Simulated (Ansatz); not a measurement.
Task: a rigid torsion scan of H6NOPSi, SMILES OPN[SiH3], with Ansatz 0.2.0 through its Python package. Give the script and its output. Level of theory (for the species named): PBE0, 6-31G* basis, multiplicity 1, D3BJ dispersion.

```xyz
10

O    -1.9340    0.6894   -1.2837
P    -1.2405    0.6883    0.1314
N     0.1609    0.0516   -0.5099
Si    1.3989   -0.2966    0.7189
H    -1.4901    1.3384   -1.9049
H    -1.8341   -0.4705    0.6568
H     0.0240   -0.8034   -1.0063
H     0.7836   -1.3133    1.6187
H     1.6955    0.9423    1.5022
H     2.5188   -0.8773    0.0796
```

`run_torsion.py`
```python
"""Rigid torsion scan of H6NOPSi."""

import ansatz as az
from ase import Atoms

atoms = Atoms(["O", "P", "N", "Si", "H", "H", "H", "H", "H", "H"], positions=[
    (-1.934, 0.6894, -1.2837),
    (-1.2405, 0.6883, 0.1314),
    (0.1609, 0.0516, -0.5099),
    (1.3989, -0.2966, 0.7189),
    (-1.4901, 1.3384, -1.9049),
    (-1.8341, -0.4705, 0.6568),
    (0.024, -0.8034, -1.0063),
    (0.7836, -1.3133, 1.6187),
    (1.6955, 0.9423, 1.5022),
    (2.5188, -0.8773, 0.0796),
])

# relax first, so that the scan starts from a minimum
first = az.Crystal.molecule_from_ase(atoms).calculation()
first = first.basis(gaussian="6-31G*")
first = first.functional("PBE0", dispersion="d3bj")
first = first.relax(force_tolerance=0.02, max_steps=80)
atoms.positions = first.run(threads=1, pin="off").report["positions_ang"]

start = atoms.get_dihedral(3, 2, 1, 0)
energies = {}
for turn in range(0, 360, 30):
    turned = atoms.copy()
    turned.set_dihedral(3, 2, 1, 0, start + turn, indices=[0, 1, 4, 5])
    job = (
        az.Crystal.molecule_from_ase(turned).calculation()
        .basis(gaussian="6-31G*")
        .functional("PBE0", dispersion="d3bj")
    )
    energies[round((start + turn) % 360)] = job.run(threads=1, pin="off").report["free_energy_ev"]
floor = min(energies.values())
print("dihedral Si3-N2-P1-O0 (deg)   E - E(min) (kcal/mol)")
for angle, e in sorted(energies.items()):
    print(f"{angle:8d} {23.060548 * (e - floor):14.3f}  " + "#" * int(30 * (e - floor) / max(max(energies.values()) - floor, 1e-9)))
```

Running `python run_torsion.py` prints:
```text
dihedral Si3-N2-P1-O0 (deg)   E - E(min) (kcal/mol)
      16         10.905  #############################
      46          6.967  ##################
      76          2.183  #####
     106          0.000
     136          2.462  ######
     166          8.122  ######################
     196         11.030  ##############################
     226          7.986  #####################
     256          3.138  ########
     286          0.961  ##
     316          3.853  ##########
     346          9.714  ##########################
```

The scan is rigid and the energies are electronic, in a modest basis. With rigid groups the curve can differ much from the relaxed path, the start wasn't checked as a minimum of this torsion, and equivalent turns needn't return to the same energy. Hardware and time: 2.4 min on 1 thread of Arm Neoverse V1, with other jobs on the host, peak memory 0.23 GiB.

(Lines on the test bed's own set-up are left out of the output.)
